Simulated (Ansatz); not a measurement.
# Ta4NiO11 (F-43m) in Ansatz: convergence with k mesh

Aim: find how far k mesh must go before the results for Ta4NiO11 settle, at PBE. This setting moves, with any that are tied to it; all else stays.

Program: Ansatz 0.2.0. These are calculated values, not measurements. Logs are shortened: lines on timing, memory, paths and dates and some standing lists are left out, and cuts for length are marked.

## (1) The crystal as given

The structure is cubic, space group F-43m (No. 216). Conventional cell: a = 9.734 Å, b = 9.734 Å, c = 9.734 Å, α = 90.00°, β = 90.00°, γ = 90.00°. Ta (site symmetry 3m) has 6 O at 1.91 to 2.11 Å as nearest neighbours. Ni (site symmetry -43m) has 10 O at 2.64 to 2.92 Å as nearest neighbours. Around O (site symmetry -43m) lie 12 O at 3.48 Å. Around O (site symmetry 3m) lie 3 Ta at 2.11 Å. O (site symmetry 2mm) is surrounded by 2 Ta at 1.91 Å.

The cell was built by a generator and needn't be a form met in nature.

## (2) With k mesh 2 × 2 × 2

Input file input.yaml:

```yaml
crystal:
  lattice:
    - [0.0, 4.86715, 4.86715]
    - [4.86715, 0.0, 4.86715]
    - [4.86715, 4.86715, 0.0]
  atoms:
    - { symbol: Ta, position: [0.63007, 0.1098, 0.63007] }
    - { symbol: Ta, position: [0.63007, 0.63007, 0.63007] }
    - { symbol: Ta, position: [0.1098, 0.63007, 0.63007] }
    - { symbol: Ta, position: [0.63007, 0.63007, 0.1098] }
    - { symbol: Ni, position: [0.0, 0.0, 0.0], spin: 1.0 }
    - { symbol: O, position: [0.25, 0.25, 0.25] }
    - { symbol: O, position: [0.84346, 0.46962, 0.84346] }
    - { symbol: O, position: [0.84346, 0.84346, 0.84346] }
    - { symbol: O, position: [0.46962, 0.84346, 0.84346] }
    - { symbol: O, position: [0.84346, 0.84346, 0.46962] }
    - { symbol: O, position: [0.30023, 0.69977, 0.69977] }
    - { symbol: O, position: [0.69977, 0.30023, 0.30023] }
    - { symbol: O, position: [0.69977, 0.69977, 0.30023] }
    - { symbol: O, position: [0.30023, 0.30023, 0.69977] }
    - { symbol: O, position: [0.30023, 0.69977, 0.30023] }
    - { symbol: O, position: [0.69977, 0.30023, 0.69977] }
hamiltonian:
  xc: pbe
  pseudopotentials: { kind: paw }
magnetization:
  spin_polarized: true
kpoints:
  mp_grid: { grid: [2, 2, 2] }
scf:
  occupations: { method: fermi_dirac, width: 0.05 }
output:
  forces: true
  stress: true
  eigenvalues: true
```

Potentials or basis: Ansatz PAW.

The run is started by

```console
> ansatz run input.yaml --threads 8 --pin off --max-ram 20480MiB --backend cpu --events-out ev --progress --plain --runs-dir out
```

The log of the run:

```text
Warning: the atoms were moved onto the symmetric positions of the space group found under crystal.symmetry.tolerance 1.0e-5 (fractional; no operation is sought that the atoms, as they stand in a round, miss by more than twice it, and no atom is moved by as much as it), and the run uses the moved positions. Before a round's move an operation carried an atom to 5.16e-5 Å from where it should land, the largest such distance. Atom 0 (counting from 0) moved farthest, by 4.22e-5 Å; the longest move in fractions of the cell, of whichever atom, is 0.43 of the tolerance, in 1 round. To run the atoms as typed, lower crystal.symmetry.tolerance until the operations that they miss are no longer found, or set crystal.symmetry.detect: false (a key that needs symmetry detection or time reversal refuses this as the deck is read). The positions used, in the order of the run's atom list: position: [0.6300675, 0.10979749999999996, 0.6300675]; position: [0.6300675, 0.6300675, 0.6300675]; position: [0.10979749999999996, 0.6300675, 0.6300675]; position: [0.6300675, 0.6300675, 0.10979749999999996]; position: [0.0, 0.0, 0.0]; position: [0.24999999999999997, 0.24999999999999997, 0.24999999999999997]; position: [0.84346, 0.4696199999999999, 0.84346]; position: [0.84346, 0.84346, 0.84346]; position: [0.4696199999999999, 0.84346, 0.84346]; position: [0.84346, 0.84346, 0.4696199999999999]; position: [0.30023, 0.69977, 0.69977]; position: [0.69977, 0.30023, 0.30023]; position: [0.69977, 0.69977, 0.30023]; position: [0.30023, 0.30023, 0.69977]; position: [0.30023, 0.69977, 0.30023]; position: [0.69977, 0.30023, 0.69977];
Warning: RAYON_NUM_THREADS=8 ignored (pool sized by the plan → 8); use --threads N
Engine: ansatz 0.2.0, aarch64-unknown-linux-gnu
Pseudopotentials: kind: paw
Pseudopotential: Ta, paw, valence charge 13, recommended cutoff 420 eV (normal), Ta.paw.azcp
Pseudopotential: Ni, paw, valence charge 18, recommended cutoff 420 eV (normal), Ni.paw.azcp
Pseudopotential: O, paw, valence charge 6, recommended cutoff 420 eV (normal), O.paw.azcp
Functional definition: PBE
  parameter kappa = 0.804
  parameter beta = 0.06672455060314922
  exchange = pbe_x(kappa = kappa, mu = beta*pi^2/3)
  correlation = pbe_c(beta = beta)
Crystal: 16 atoms, lattice volume = 230.597 Å³
[... 151 lines left out ...]
  Σ components = -51815.618359   (vs F -51815.618359, Δ=0.00e0)
--- Forces (eV/Å), atoms counted from 1 ---
  atom   1  Ta    -0.01557816     0.20347650    -0.01667751
  atom   2  Ta    -0.01253626    -0.01217615    -0.01218916
  atom   3  Ta     0.20268190    -0.01625515    -0.01629297
  atom   4  Ta    -0.01560805    -0.01666760     0.20349486
  atom   5  Ni    -0.02140631    -0.02129841    -0.02129847
  atom   6  O      0.02800227     0.02786701     0.02786150
[... 8 lines left out ...]
  atom  15  O     -0.01343104    -0.07835383    -0.01335111
  atom  16  O     -0.01888227     0.01404137    -0.01883819
  max |Σ_I F_I| component: 2.32e-5 eV/Å
--- Stress (GPa, compression-positive) ---
        0.157087      -0.082427      -0.082446
       -0.082428       0.159577      -0.082496
       -0.082447      -0.082498       0.159635
  P = ⅓ Tr σ = 0.1588 GPa (1.588 kbar)
--- Band table (eV; the first three rows and the last of 16) ---
  k-point 0 ↑: bands = ["-94.3381", "-61.4281", "-61.4179", "-61.4179", "-61.4045", "-54.8090", "-54.8087", "-54.7701", "-28.2927", "-28.1447", "-28.1445", "-28.1445", "-28.0754", "-28.0754", "-27.9362", "-27.9264", "-27.9264", "-27.8767", "-27.8767", "-27.8684", "-12.2767", "-11.0719", "-11.0719", "-11.0582", "-10.4970", "-10.4969", "-10.4315", "-10.4224", "-10.4224", "-10.1056", "-7.7768", "0.1794", "1.2751", "1.2751", "1.3769", "1.3770", "1.3870", "1.8327", "1.8716", "1.8716", "2.3164", "2.3314", "2.3314", "3.0157", "3.0223", "3.0223", "3.1296", "3.1503", "3.1503", "3.7952", "4.2080", "4.2176", "4.2176", "4.8944", "4.8946", "4.9578", "5.1735", "5.1736", "5.1976", "5.3336", "5.3337", "6.0059", "6.9546", "6.9550", "7.4917", "7.4918", "7.5357", "7.5358", "7.5685", "8.6201", "8.6202", "9.0689", "9.8033", "9.8034", "9.8055", "10.5678", "12.1229", "12.1229", "12.1260", "12.4325", "12.4518", "12.4518", "13.6211", "13.6330", "13.6330"]
  k-point 1 ↑: bands = ["-94.3381", "-61.4258", "-61.4199", "-61.4179", "-61.4046", "-54.8090", "-54.8087", "-54.7701", "-28.2364", "-28.1189", "-28.1104", "-28.0688", "-28.0282", "-28.0242", "-28.0156", "-28.0103", "-27.9970", "-27.9277", "-27.8849", "-27.8778", "-11.9986", "-11.1112", "-11.0050", "-10.9948", "-10.5876", "-10.5262", "-10.4750", "-10.4660", "-10.4288", "-10.2507", "-7.7794", "0.7103", "0.7549", "0.7651", "1.1398", "1.5586", "1.5677", "1.7033", "1.7298", "1.8622", "1.9683", "1.9772", "2.1611", "2.7775", "2.9135", "3.3186", "3.3262", "3.8852", "3.9023", "3.9116", "4.0545", "4.2817", "4.2908", "4.6590", "4.6860", "4.9529", "4.9698", "5.1170", "5.2734", "5.3564", "5.3756", "6.0018", "6.8889", "6.9337", "7.3934", "7.4795", "7.5096", "7.5427", "7.5528", "9.6005", "9.6305", "9.6371", "10.1543", "10.1655", "10.5600", "10.9811", "10.9950", "11.2187", "11.9457", "12.1146", "12.5431", "12.5519", "12.8542", "12.9801", "12.9812"]
  k-point 2 ↑: bands = ["-94.3381", "-61.4258", "-61.4199", "-61.4179", "-61.4046", "-54.8090", "-54.8087", "-54.7701", "-28.2364", "-28.1189", "-28.1104", "-28.0688", "-28.0282", "-28.0242", "-28.0156", "-28.0103", "-27.9970", "-27.9277", "-27.8849", "-27.8778", "-11.9986", "-11.1112", "-11.0050", "-10.9948", "-10.5876", "-10.5262", "-10.4750", "-10.4660", "-10.4288", "-10.2507", "-7.7794", "0.7103", "0.7549", "0.7651", "1.1398", "1.5586", "1.5677", "1.7033", "1.7298", "1.8622", "1.9683", "1.9772", "2.1611", "2.7775", "2.9135", "3.3186", "3.3262", "3.8852", "3.9023", "3.9116", "4.0545", "4.2817", "4.2908", "4.6590", "4.6860", "4.9529", "4.9698", "5.1170", "5.2734", "5.3564", "5.3756", "6.0018", "6.8889", "6.9337", "7.3933", "7.4796", "7.5096", "7.5428", "7.5528", "9.6005", "9.6305", "9.6371", "10.1543", "10.1655", "10.5599", "10.9811", "10.9950", "11.2187", "11.9457", "12.1146", "12.5431", "12.5519", "12.8542", "12.9801", "12.9812"]
  k-point 7 ↓: bands = ["-93.0796", "-61.4308", "-61.4216", "-61.4216", "-61.4085", "-53.5686", "-53.5685", "-53.5523", "-28.2469", "-28.1275", "-28.1275", "-28.0719", "-28.0180", "-28.0180", "-28.0087", "-28.0061", "-28.0061", "-27.9412", "-27.8940", "-27.8940", "-12.0057", "-11.0876", "-11.0073", "-11.0073", "-10.5456", "-10.4800", "-10.4799", "-10.4623", "-10.4623", "-10.2771", "-5.6317", "0.7148", "0.7676", "0.7676", "1.1406", "1.5616", "1.5616", "1.7052", "1.7053", "1.8268", "1.9911", "1.9911", "2.1904", "2.7515", "2.9110", "3.3364", "3.3365", "3.9116", "3.9333", "3.9334", "4.0602", "4.3016", "4.3016", "4.6487", "4.6488", "4.9637", "4.9638", "5.1645", "5.2913", "5.3861", "5.3861", "8.0890", "8.0945", "8.0946", "8.5541", "8.5541", "8.7416", "8.7416", "9.1898", "9.6468", "9.6468", "9.7156", "10.1502", "10.1502", "10.6336", "11.0001", "11.0001", "11.3947", "11.9411", "12.1148", "12.5419", "12.5419", "12.8947", "12.9806", "12.9806"]
```

Run time: 1.9 min. Hardware: 8 threads of Arm Neoverse V2, shared host; peak memory 1.5 GiB.

What came out:

```
Free energy            : -51815.6184 eV
Pressure               : 0.2 GPa
Largest force          : 0.205 eV/Å
Band gap on the k mesh : none (metal or under the smearing width)
Net moment             : 2.38 μB per cell
Absolute moment        : 2.52 μB per cell
Site moments           : Ta -0.00; Ni +1.09; O +1.28, +0.00, -0.00 μB
```

## (3) With k mesh 3 × 3 × 3

Changes to input.yaml since step 2:

```diff
@@ -28,3 +28,3 @@
 kpoints:
-  mp_grid: { grid: [2, 2, 2] }
+  mp_grid: { grid: [3, 3, 3] }
 scf:
```

Potentials or basis: Ansatz PAW.

The run is started by

```console
> ansatz run input.yaml --threads 8 --pin off --max-ram 20480MiB --backend cpu --events-out ev --progress --plain --runs-dir out
```

Run time: 3.8 min. Hardware: 8 threads of Arm Neoverse V2, shared host; peak memory 2 GiB.

What came out:

- Free energy: -51815.5426 eV
- Pressure: -0.1 GPa
- Largest force: 0.174 eV/Å
- Band gap on the k mesh: none (metal or under the smearing width)
- Net moment: 2.15 μB per cell
- Absolute moment: 2.46 μB per cell
- Site moments: Ta -0.01; Ni +1.03; O +1.20, +0.00, -0.00 μB

## (4) With k mesh 4 × 4 × 4

Changes to input.yaml since step 3:

```diff
@@ -28,3 +28,3 @@
 kpoints:
-  mp_grid: { grid: [3, 3, 3] }
+  mp_grid: { grid: [4, 4, 4] }
 scf:
```

The run is started by

```console
> ansatz run input.yaml --threads 8 --pin off --max-ram 20480MiB --backend cpu --events-out ev --progress --plain --runs-dir out
```

It took 9.3 min on 8 threads of Arm Neoverse V2, shared host; peak memory 3.8 GiB.

What came out:

| Quantity | Value |
| --- | --- |
| Free energy | -51815.5203 eV |
| Pressure | 0.0 GPa |
| Largest force | 0.170 eV/Å |
| Band gap on the k mesh | none (metal or under the smearing width) |
| Net moment | 2.17 μB per cell |
| Absolute moment | 2.49 μB per cell |
| Site moments | Ta -0.01; Ni +1.04; O +1.21, +0.00, -0.00 μB |

## (5) With k mesh 6 × 6 × 6

Changes to input.yaml since step 4:

```diff
@@ -28,3 +28,3 @@
 kpoints:
-  mp_grid: { grid: [4, 4, 4] }
+  mp_grid: { grid: [6, 6, 6] }
 scf:
```

The run is started by

```console
> ansatz run input.yaml --threads 8 --pin off --max-ram 20480MiB --backend cpu --events-out ev --progress --plain --runs-dir out
```

Run time: 19 min. Hardware: 8 threads of Arm Neoverse V2, shared host.

The calculation hadn't finished when its time ran out.

## (6) Result

| k mesh | energy less the tightest run, at zero smearing (meV/atom) | pressure (GPa) | largest force (eV/Å) | absolute moment (μB) | SCF cycles | CPU time (s) | peak memory (GiB) |
| --- | --- | --- | --- | --- | --- | --- | --- |
| 2 × 2 × 2 | -5.95 | 0.16 | 0.205 | 2.52 | 72 | 880 | 1.5 |
| 3 × 3 × 3 | -1.78 | -0.07 | 0.174 | 2.46 | 80 | 1800 | 2 |
| 4 × 4 × 4 | 0.00 | 0.01 | 0.170 | 2.49 | 83 | 4400 | 3.8 |
| 6 × 6 × 6 | timed out after 1100 s | - | - | - | - | - | - |

Against the tightest run, the pressure stays within 0.1 GPa from 3 × 3 × 3 on; the largest force stays within 0.005 eV/Å from 3 × 3 × 3 on. Not settled before the last step: the energy (to 1 meV/atom), the absolute moment (to 0.02 μB). Meshes of other sizes hit other points, so gaps and Fermi surfaces needn't settle smoothly. The tightest run that finished is the yardstick and may itself not be fully converged.

Caveats: the result breaks the symmetry of the cell; a cell with one magnetic atom can't hold antiferromagnetic order, which such compounds often take; semilocal functionals often make such compounds metallic where correlation or magnetic order opens a gap, which also shifts bond lengths.
